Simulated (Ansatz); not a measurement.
Write a Python script for the Ansatz DFT code, driven from Python that makes a ladder of methods at one geometry of C3H5ClSi, SMILES C#C[SiH](C)Cl. Settings (for the species named): LC-wPBE, def2-SVP basis, multiplicity 1. The script varies functional: lc_wpbe, b3lyp, lda, hse06, r2scan0, pbe.

```csv
atom,x (Å),y (Å),z (Å)
C,0.0796,0.9939,2.4796
C,-0.0490,0.8293,1.2862
Si,-0.2029,0.5126,-0.5673
C,0.3587,-1.2114,-1.0070
Cl,-2.1012,0.8554,-1.1636
H,0.0936,1.2414,3.5143
H,0.7083,1.4733,-1.2970
H,0.2268,-1.3731,-2.0873
H,-0.3532,-1.9312,-0.4524
H,1.3223,-1.4412,-0.7024
```

`methods.py`
```python
from pathlib import Path

import ansatz as az
import numpy as np

mol = (
    az.Crystal.molecule()
    .atom("C", (0.0796, 0.9939, 2.4796))
    .atom("C", (-0.049, 0.8293, 1.2862))
    .atom("Si", (-0.2029, 0.5126, -0.5673))
    .atom("C", (0.3587, -1.2114, -1.007))
    .atom("Cl", (-2.1012, 0.8554, -1.1636))
    .atom("H", (0.0936, 1.2414, 3.5143))
    .atom("H", (0.7083, 1.4733, -1.297))
    .atom("H", (0.2268, -1.3731, -2.0873))
    .atom("H", (-0.3532, -1.9312, -0.4524))
    .atom("H", (1.3223, -1.4412, -0.7024))
)

calculation = mol.calculation().basis(gaussian="def2-SVP")

print("functional    E (Ha)        dipole (D)   HOMO (eV)  LUMO (eV)")
for name in ["lc_wpbe", "b3lyp", "lda", "hse06", "r2scan0", "pbe"]:
    rep = calculation.functional(name).forces().orbitals().run(threads=1, runs_dir="runs").report
    lines = Path(rep["orbitals_path"]).read_text().splitlines()
    field_of = lambda key: [line.split("=")[1].strip() for line in lines if line.startswith(key)]
    orbitals = [(27.211386 * float(e), s, float(n)) for e, s, n in zip(field_of("Ene="), field_of("Spin="), field_of("Occup="))]
    homo = max(e for e, _, n in orbitals if n > 0.5)
    lumo = min(e for e, _, n in orbitals if n < 0.5)
    dipole = 4.803205 * np.linalg.norm(rep["charge_distribution"]["dipole_moment_e_ang"])
    print(f"{name:10s} {rep['free_energy_ev'] / 27.211386246:14.6f} {dipole:9.3f} {homo:11.3f} {lumo:10.3f}")
```

```console
$ python methods.py
functional    E (Ha)        dipole (D)   HOMO (eV)  LUMO (eV)
lc_wpbe       -866.384058     1.488     -10.988      2.154
b3lyp         -866.724009     1.323      -7.888     -0.285
lda           -862.922602     1.331      -7.009     -1.293
hse06         -866.248103     1.410      -7.788     -0.544
r2scan0       -866.541510     1.464      -8.400     -0.059
pbe           -866.184428     1.322      -6.900     -1.081
```

Total energies depend on the basis set; only differences at equal settings carry meaning. The geometry is a force-field or estimated start, not a minimum of this method, and the basis set is short of its limit. A lower total doesn't mark the better method: functionals have no common bound, and MP2 and coupled cluster aren't variational. b3lyp holds the VWN-RPA fit, as in Gaussian; the form of ORCA and Turbomole is b3lyp5. Levels such as HOMO and LUMO are orbital energies: with these approximate functionals they aren't the ionisation energy and electron affinity, and their gap isn't the fundamental gap. hse06 follows the composition of plane-wave codes, whose totals differ by tens of mHa, up to about 0.1 Ha, from the form usual in Gaussian-basis programs (wpbeh). The whole script took 21 s on 1 thread of Arm Neoverse V2, on a shared host, peak memory 0.3 GiB.
